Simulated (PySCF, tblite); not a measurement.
# C2H10O2SSi2: geometry, infrared bands and NMR shifts

What infrared bands and NMR shifts should C2H10O2SSi2 (`CO[SiH2]OC[SiH2]S`) show?

The runs use tblite 0.8.0 and PySCF 2.14.0, with density-fitted response routines of our own; the level of theory stands in each step. All values are computed, except where a source is named. Atoms count from 0, in the outputs and in this text.

**1. The molecule as given**

17 atoms, charge 0, multiplicity 1; geometry from: force field or distance geometry start.

Bonds of the start (Å): C0–O1 1.39, O1–Si2 1.71, Si2–O3 1.72, O3–C4 1.38, C4–Si5 1.87, Si5–S6 2.15, C0–H7 1.10, C0–H8 1.13, C0–H9 1.08, Si2–H10 1.46, Si2–H11 1.48, C4–H12 1.11, C4–H13 1.12, Si5–H14 1.45, Si5–H15 1.45, S6–H16 1.41.

**2. Geometry optimisation with GFN2-xTB**

What the job is given:

```
{"job": {"kind": "relax", "xc": "GFN2-xTB", "basis": "xTB"}, "charge": 0, "multiplicity": 1}
C      3.372500    -0.195600     0.374900
O      2.240200    -0.310400     1.177200
Si     0.880200    -0.161300     0.152400
O     -0.146600     1.004500     0.880500
C     -1.362700     1.052600     0.222000
Si    -2.127800    -0.650100     0.311200
S     -4.082200    -0.354200     1.148000
H      3.109700     0.328400    -0.561700
H      3.643600    -1.248300     0.076600
H      4.146200     0.286100     0.962900
H      0.274300    -1.490500     0.050600
H      1.316300     0.289200    -1.192600
H     -1.255200     1.406100    -0.819400
H     -1.990400     1.783800     0.792300
H     -1.403700    -1.521800     1.214100
H     -2.187300    -1.190100    -1.036700
H     -4.434200     0.983800     0.887300
```

Run with:

```console
OMP_NUM_THREADS=1 python probes_run.py task.json out
```

The driver reads the jobs from task.json and runs them one after another.

**Question.** This job is followed by: GFN2-xTB harmonic vibrations, gas phase; GIAO PBE0/pcSseg-1 NMR shielding, non-relativistic, gas phase. Predict these results of the whole session: strongest single infrared mode (GFN2-xTB); zero-point energy (GFN2-xTB); 13C shifts against TMS (PBE0/pcSseg-1); 1H shifts against TMS (PBE0/pcSseg-1, means over atoms taken as alike); 17O shifts against H2O (PBE0/pcSseg-1); 29Si shifts against TMS (PBE0/pcSseg-1); 33S shifts against CS2 (PBE0/pcSseg-1); surface potential, 1st and 99th percentile.

As calculated:

| quantity | value |
| --- | --- |
| strongest single infrared mode (GFN2-xTB) | 2188 cm⁻¹, 387 km/mol |
| zero-point energy (GFN2-xTB) | 72.0 kcal/mol |
| 13C shifts against TMS (PBE0/pcSseg-1) | 55.7, 50.0 ppm |
| 1H shifts against TMS (PBE0/pcSseg-1, means over atoms taken as alike) | 4.88, 4.81, 4.03, 3.78, -0.38 ppm |
| 17O shifts against H2O (PBE0/pcSseg-1) | 8.3, 8.2 ppm |
| 29Si shifts against TMS (PBE0/pcSseg-1) | -29.2, -40.3 ppm |
| 33S shifts against CS2 (PBE0/pcSseg-1) | -278 ppm |
| surface potential, 1st and 99th percentile | -1.58 V and 1.49 V |

Over 142 steps the energy fell by 1.400 eV; of the close pairs, Si2–O3 changed most, 1.716 to 1.607 Å. No mode is imaginary among the 45: a minimum at this level. The strongest single mode, at 2188 cm⁻¹, moves mainly H10 and H11. GFN2-xTB is a fitted tight-binding method: band positions and strengths are rough. Its intensities can rank the bands wrongly. C4 (sp3 CH2 bonded to O and Si) lies farthest downfield among carbon, at 55.7 ppm; pulled downfield by the heteroatom. At PBE0/pcSseg-1: The widest tensor belongs to S6: span 240 ppm, with a paramagnetic part of -274 ppm.
